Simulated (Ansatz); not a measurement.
# MnO2 (Fd-3m) in Ansatz: relaxation of cell and atoms with PBEsol

Aim: the relaxation of cell and atoms of MnO2 with PBEsol.

Program: Ansatz 0.2.0. These are calculated values, not measurements. Logs are shortened: lines on timing, memory, paths and dates and some standing lists are left out, and cuts for length are marked.

### Step 1. The crystal as given

It takes space group Fd-3m (No. 227, cubic). The conventional cell has a = 8.040 Å, b = 8.040 Å, c = 8.040 Å, α = 90.00°, β = 90.00°, γ = 90.00°. Mn (site symmetry -3m) has 6 O at 1.90 Å as nearest neighbours. Around O (site symmetry 3m) lie 3 Mn at 1.90 Å.

The cell is a database's computed one.

### Step 2. Relaxation of cell and atoms, PBEsol, collinear spin, ferromagnetic start

File input.yaml:

```yaml
crystal:
  lattice:
    - [0.0, 4.0199925062, 4.0199925062]
    - [4.0199925062, 0.0, 4.0199925062]
    - [4.0199925062, 4.0199925062, 0.0]
  atoms:
    - { symbol: Mn, position: [0.125, 0.125, 0.125], spin: 4.0 }
    - { symbol: Mn, position: [0.125, 0.125, 0.625], spin: 4.0 }
    - { symbol: Mn, position: [0.625, 0.125, 0.125], spin: 4.0 }
    - { symbol: Mn, position: [0.125, 0.625, 0.125], spin: 4.0 }
    - { symbol: O, position: [0.3609537633, 0.3609537633, 0.3609537633] }
    - { symbol: O, position: [0.3609537633, 0.3609537633, 0.91713871] }
    - { symbol: O, position: [0.91713871, 0.3609537633, 0.3609537633] }
    - { symbol: O, position: [0.3609537633, 0.91713871, 0.3609537633] }
    - { symbol: O, position: [0.8890462367, 0.8890462367, 0.33286129] }
    - { symbol: O, position: [0.8890462367, 0.8890462367, 0.8890462367] }
    - { symbol: O, position: [0.8890462367, 0.33286129, 0.8890462367] }
    - { symbol: O, position: [0.33286129, 0.8890462367, 0.8890462367] }
hamiltonian:
  xc: pbesol
  pseudopotentials: { kind: paw }
magnetization:
  spin_polarized: true
kpoints:
  mp_grid: { grid: [6, 6, 6] }
scf:
  occupations: { method: fermi_dirac, width: 0.05 }
output:
  forces: true
  stress: true
  eigenvalues: true
relax:
  f_tol: 0.01
  max_steps: 40
  cell: { stress_tol: 0.05 }
```

Potentials or basis: Ansatz PAW.

Started as:

```bash
> ansatz run input.yaml --threads 4 --pin off --max-ram 11264MiB --backend cpu --events-out ev --progress --plain --runs-dir out
```

The program printed:

```text
Warning: RAYON_NUM_THREADS=4 ignored (pool sized by the plan → 4); use --threads N
Engine: ansatz 0.2.0, aarch64-unknown-linux-gnu
Pseudopotentials: kind: paw
Pseudopotential: Mn, paw, valence charge 15, recommended cutoff 420 eV (normal), Mn.paw.azcp
Pseudopotential: O, paw, valence charge 6, recommended cutoff 420 eV (normal), O.paw.azcp
Functional definition: PBEsol
  exchange = pbesol_x
  correlation = pbesol_c
Crystal: 12 atoms, lattice volume = 129.929 Å³
Basis set: ecut = 420 eV, 2637 PW (Γ), exchange–correlation on 80×80×80 points (8 copies of the dense FFT grid, shifted against one another)
Bands: 75, of which v1, the nominal top of the filled ones, is band 54 counted from 1 (53 counted from 0)
Symmetry: 48 space group operations
Space group: Fd-3m (ITA 227), of the structure as read, at distance tolerance 5.1e-5 Å
Magnetic group: BNS 227.128 (UNI 1630), of the structure as read, at distance tolerance 5.1e-5 Å
k-points: 16 of 216
Non-local potential: Mn, projectors of the file, l = 0: 3, l = 1: 2, l = 2: 3, l = 3: 1
Non-local potential: O, projectors of the file, l = 0: 2, l = 1: 2, l = 2: 1
PAW form: soft (Blöchl's): semilocal exchange-correlation on the pseudo side does not see the compensation charge
PAW frozen core: Mn, regenerated for the run's functional, and the local potential with it (the file was generated under x = pbe(κ = 0.804, μ = 0.2195149727645171), c = pbe(β = 0.06672455060314922))
PAW frozen core: O, regenerated for the run's functional, and the local potential with it (the file was generated under x = pbe(κ = 0.804, μ = 0.2195149727645171), c = pbe(β = 0.06672455060314922))
[... 141 lines left out ...]
  atom  12  O     -0.00007258     0.00007258     0.00007258
  max |Σ_I F_I| component: 2.02e-18 eV/Å
--- Stress (GPa, compression-positive) ---
       -0.005996      -0.000000      -0.000000
       -0.000000      -0.005996      -0.000000
       -0.000000      -0.000000      -0.005996
  P = ⅓ Tr σ = -0.0060 GPa (-0.060 kbar)
--- Band table (eV; the first three rows and the last of 32) ---
  k-point 0 ↑: bands = ["-73.2572", "-73.2359", "-73.2359", "-73.2359", "-42.2416", "-42.1331", "-42.1331", "-42.1331", "-42.0866", "-42.0866", "-42.0275", "-42.0275", "-42.0275", "-42.0198", "-42.0198", "-42.0198", "-11.7017", "-10.0766", "-9.9948", "-9.9948", "-9.9948", "-9.5162", "-9.5162", "-9.5162", "0.6363", "1.1659", "1.1659", "1.1659", "1.8641", "1.8641", "2.8395", "2.8395", "2.8432", "2.8432", "2.8432", "3.3252", "4.1811", "4.1811", "4.1811", "5.2305", "5.2305", "5.3176", "5.3176", "5.3176", "5.5059", "5.5059", "5.5059", "6.3337", "6.3337", "6.3337", "6.3749", "6.3749", "6.3749", "6.8022", "6.8022", "6.8022", "7.0907", "7.0907", "7.0907", "7.5977", "10.4085", "10.4085", "10.4085", "10.8328", "10.8328", "10.8328", "10.9545", "10.9545", "15.1096", "18.3843", "18.3843", "18.3843", "19.9988", "20.3238", "20.3238"]
  k-point 1 ↑: bands = ["-73.2561", "-73.2369", "-73.2359", "-73.2359", "-42.2329", "-42.1310", "-42.1290", "-42.1290", "-42.0851", "-42.0851", "-42.0321", "-42.0321", "-42.0310", "-42.0275", "-42.0209", "-42.0209", "-11.6256", "-10.1922", "-9.9752", "-9.9752", "-9.9472", "-9.5580", "-9.5388", "-9.5388", "0.7747", "1.2840", "1.2840", "1.3678", "1.8887", "1.8887", "2.7008", "2.7008", "2.8124", "2.8721", "2.8721", "3.2091", "4.1476", "4.2527", "4.2527", "4.7002", "4.7002", "5.0328", "5.2661", "5.2661", "5.5747", "5.7628", "5.7628", "6.0803", "6.3749", "6.3850", "6.3850", "6.5378", "6.5378", "6.8452", "6.8678", "6.8678", "7.1613", "7.1613", "7.2656", "7.6258", "10.3381", "10.3381", "10.3427", "10.7004", "10.7004", "10.7738", "10.8881", "10.8881", "15.4592", "18.3476", "18.7069", "18.7069", "19.9220", "20.4177", "20.4177"]
  k-point 2 ↑: bands = ["-73.2536", "-73.2395", "-73.2359", "-73.2359", "-42.2136", "-42.1219", "-42.1204", "-42.1204", "-42.0791", "-42.0791", "-42.0599", "-42.0463", "-42.0463", "-42.0275", "-42.0216", "-42.0216", "-11.4331", "-10.4187", "-9.9285", "-9.9285", "-9.9061", "-9.6311", "-9.5914", "-9.5914", "1.1140", "1.5696", "1.5696", "1.8949", "1.9549", "1.9549", "2.4601", "2.4601", "2.7541", "2.8582", "2.9584", "2.9584", "3.8370", "3.8370", "4.0028", "4.5685", "4.6088", "4.6088", "5.0386", "5.0386", "5.5909", "5.7126", "5.9145", "5.9145", "6.3749", "6.5432", "6.5432", "6.7236", "6.7236", "7.0383", "7.0383", "7.0616", "7.3201", "7.3201", "7.3910", "7.6757", "10.1915", "10.1915", "10.2170", "10.3524", "10.3524", "10.6535", "10.8328", "10.8328", "16.3219", "18.0366", "19.4199", "19.4199", "20.2778", "20.6938", "20.6938"]
  k-point 15 ↓: bands = ["-70.1104", "-70.1104", "-70.0983", "-70.0983", "-39.2108", "-39.2108", "-39.1058", "-39.1058", "-38.9823", "-38.9823", "-38.9629", "-38.9629", "-38.9422", "-38.9422", "-38.9256", "-38.9256", "-10.7326", "-10.7326", "-9.7185", "-9.7185", "-9.5812", "-9.5812", "-9.5232", "-9.5232", "2.5272", "2.5272", "2.7696", "2.7696", "2.9412", "2.9412", "3.0566", "3.0566", "3.4448", "3.4448", "3.8619", "3.8619", "4.0240", "4.0240", "4.4329", "4.4329", "5.1013", "5.1013", "5.7883", "5.7883", "6.1695", "6.1695", "6.3717", "6.3717", "9.2799", "9.2799", "9.4264", "9.4264", "9.6662", "9.6662", "9.9224", "9.9224", "10.0966", "10.0966", "10.1979", "10.1979", "11.3441", "11.3441", "11.6161", "11.6161", "11.7891", "11.7891", "11.9985", "11.9985", "18.6925", "18.6925", "19.4317", "19.4317", "21.2214", "21.2214", "22.4159"]
--- Relaxed structure (4 steps of the walk, 4 accepted, 2 SCFs on fresh bases) ---
  F+E_penalty+E_count = -19961.27164936 eV   max|allowed force component| = 7.258e-5 eV/Å   (the final SCF, on the basis selected at the relaxed cell)
  cell:  # Å, volume = 128.5132 Å³
    - [2.0699948883638332e-34, 4.00533856885212, 4.00533856885212]
    - [4.00533856885212, 2.4839938660366e-34, 4.00533856885212]
    - [4.00533856885212, 4.00533856885212, 1.8789184371302487e-34]
  atoms:
    - { symbol: Mn, position: [0.125, 0.125, 0.125] }
    - { symbol: Mn, position: [0.125, 0.125, 0.6250000000000001] }
    - { symbol: Mn, position: [0.6250000000000001, 0.125, 0.12499999999999994] }
    - { symbol: Mn, position: [0.125, 0.6250000000000001, 0.12499999999999994] }
    - { symbol: O, position: [0.3609713537830005, 0.3609713537830005, 0.3609713537830005] }
    - { symbol: O, position: [0.3609713537830005, 0.3609713537830005, 0.9170859386509987] }
    - { symbol: O, position: [0.9170859386509987, 0.3609713537830005, 0.3609713537830004] }
    - { symbol: O, position: [0.3609713537830005, 0.9170859386509987, 0.3609713537830004] }
    - { symbol: O, position: [0.8890286462169997, 0.8890286462169997, 0.33291406134900126] }
    - { symbol: O, position: [0.8890286462169997, 0.8890286462169997, 0.8890286462169997] }
    - { symbol: O, position: [0.8890286462169997, 0.33291406134900126, 0.8890286462169997] }
    - { symbol: O, position: [0.33291406134900126, 0.8890286462169997, 0.8890286462169997] }
```

Wall time 52 s (4 threads of Arm Neoverse V1, shared host); peak memory 0.7 GiB.

What came out:

| Quantity | Value |
| --- | --- |
| Free energy | -19961.2716 eV |
| Relaxed volume | 10.71 Å³/atom |
| Relaxed cell | a = 5.664 Å, b = 5.664 Å, c = 5.664 Å, α = 60.00°, β = 60.00°, γ = 60.00° |
| Space group after relaxing (to 0.05 Å) | Fd-3m (No. 227) |
| Energy gained by relaxing | 0.8 meV/atom |
| Ionic steps | 6 |
| Pressure after relaxing | 0.0 GPa |
| Band gap on the k mesh | 0.35 eV, indirect (least direct gap 0.50 eV) |
| Net moment | 12.00 μB per cell |
| Absolute moment | 12.10 μB per cell |
| Site moments | Mn +2.46; O +0.06 μB |

Step by step:
| step | energy change (eV) | largest force (eV/Å) | volume (Å³) |
| --- | --- | --- | --- |
| 1 | 0.0000 | 0.1511 | 129.93 |
| 2 | -0.0115 | 0.0865 | 129.08 |
| 3 | -0.0160 | 0.0002 | 128.60 |
| 4 | -0.0102 | 0.0006 | 128.60 |
| 5 | -0.0106 | 0.0002 | 128.51 |
| 6 | -0.0095 | 0.0001 | 128.51 |

Final structure:
```
CELL_PARAMETERS angstrom
0.00000 4.00534 4.00534
4.00534 0.00000 4.00534
4.00534 4.00534 0.00000
ATOMIC_POSITIONS crystal
Mn 0.12500 0.12500 0.12500
Mn 0.12500 0.12500 0.62500
Mn 0.62500 0.12500 0.12500
Mn 0.12500 0.62500 0.12500
O 0.36097 0.36097 0.36097
O 0.36097 0.36097 0.91709
O 0.91709 0.36097 0.36097
O 0.36097 0.91709 0.36097
O 0.88903 0.88903 0.33291
O 0.88903 0.88903 0.88903
O 0.88903 0.33291 0.88903
O 0.33291 0.88903 0.88903
```

Levels at points of the mesh, in eV from the valence-band top:
Spin up:
```tsv
k point	band 57	band 58	band 59	band 60	band 61	band 62	band 63	band 64
(0.00, 0.00, 0.00)	-0.66	-0.66	-0.66	-0.15	2.66	2.66	2.66	3.09
(0.00, 0.00, -0.50)	-0.35	-0.35	-0.33	-0.05	2.39	2.39	2.40	2.40
(0.00, -0.50, -0.50)	-0.07	-0.07	-0.04	-0.04	1.88	1.88	2.30	2.30
```
Spin down:
```csv
k point,band 46,band 47,band 48,band 49,band 50,band 51
"(0.00, 0.00, 0.00)",-0.78,-0.78,-0.78,0.35,0.35,1.53
"(0.00, 0.00, -0.50)",-1.72,-0.87,-0.87,1.03,1.03,1.82
"(0.00, -0.50, -0.50)",-1.69,-1.21,-1.21,1.42,1.42,1.72
```

Caveat: the plane-wave basis is chosen anew once the cell has moved, so the energies of steps on either side of that aren't comparable; the pressure holds a Pulay correction of +0.8 GPa for the finite cutoff; only a ferromagnetic start was run, and an antiferromagnetic order may lie lower in energy; the PAW data sets come from PBE, with cores solved anew for the run's functional, which leaves a small shift of forces and pressure.
